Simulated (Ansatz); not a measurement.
# Cl: strong compression

The task here is to estimate one member of a computed series from the others.

Computed with Ansatz 0.2.0 (DFT LDA, with the methods named in each step, unless a step's input says otherwise).

## Starting point

Symmetry: Pm-3m, No. 221, cubic system. Conventional cell: a = 2.875 Å, b = 2.875 Å, c = 2.875 Å, α = 90.00°, β = 90.00°, γ = 90.00°. Around Cl (site symmetry m-3m) lie 6 Cl at 2.87 Å.

Structure file:

```xyz
1
Lattice="2.8749 0.0000 0.0000 0.0000 2.8749 0.0000 0.0000 0.0000 2.8749" Properties=species:S:1:pos:R:3 pbc="T T T"
Cl    0.0000    0.0000    0.0000
```

Whether this phase is the stable one at these pressures isn't tested.

Set-up of the first run:

Input file input.yaml:

```yaml
crystal:
  lattice:
    - [2.8748519142, 0.0, 0.0]
    - [0.0, 2.8748519142, 0.0]
    - [0.0, 0.0, 2.8748519142]
  atoms:
    - { symbol: Cl, position: [0.0, 0.0, 0.0] }
kpoints:
  mp_grid: { grid: [15, 15, 15] }
scf:
  occupations: { method: fermi_dirac, width: 0.08 }
hamiltonian:
  xc: lda
  pseudopotentials: { kind: paw }
output:
  forces: true
  stress: true
  write_density: true
  write_potential: true
  elf: true
  volumetric_format: npy
relax:
  f_tol: 0.005
  max_steps: 40
  cell: {}
```

Started as:

```console
> ansatz run input.yaml --threads 1 --pin off --max-ram 2048MiB --backend cpu --events-out ev --progress --plain --runs-dir out
```

Among the steps run: Cell relaxed at zero pressure, PAW; Volume scaled by 1, PAW; Volume scaled by 0.88, PAW; Volume scaled by 0.88, PAW (core large); Volume scaled by 0.78, PAW; Volume scaled by 0.68, PAW; Volume scaled by 0.58, PAW; Volume scaled by 0.5, PAW; Volume scaled by 0.43, PAW; Volume scaled by 0.43, PAW (cutoff 250 eV).

One table of the session follows, with a row left open; its other results are not shown here.

| method | volume over the first | volume (Å³/atom) | pressure (GPa) |
| --- | --- | --- | --- |
| PAW | 1 | 20.704 | 0.00 |
| PAW | 0.88 | 18.219 | 9.41 |
| PAW | 0.78 | 16.149 | 24.36 |
| PAW | 0.68 | 14.079 | 51.72 |
| PAW | 0.58 | 12.008 | 103.18 |
| PAW | 0.5 | ? | ? |
| PAW | 0.43 | 8.903 | 223.80 |
| PAW (core large) | 0.88 | 18.219 | 9.41 |
| PAW (cutoff 250 eV) | 0.43 | 8.903 | 224.01 |

Estimate the missing values for PAW, 0.5.

As computed: volume (Å³/atom): 10.352; pressure (GPa): 157.20. In the column «volume (Å³/atom)» it lies between PAW (cutoff 250 eV), 0.43 (8.903) and PAW, 0.58 (12.008).

To keep in mind: Warnings in the runs' records: cutoff below recommended.
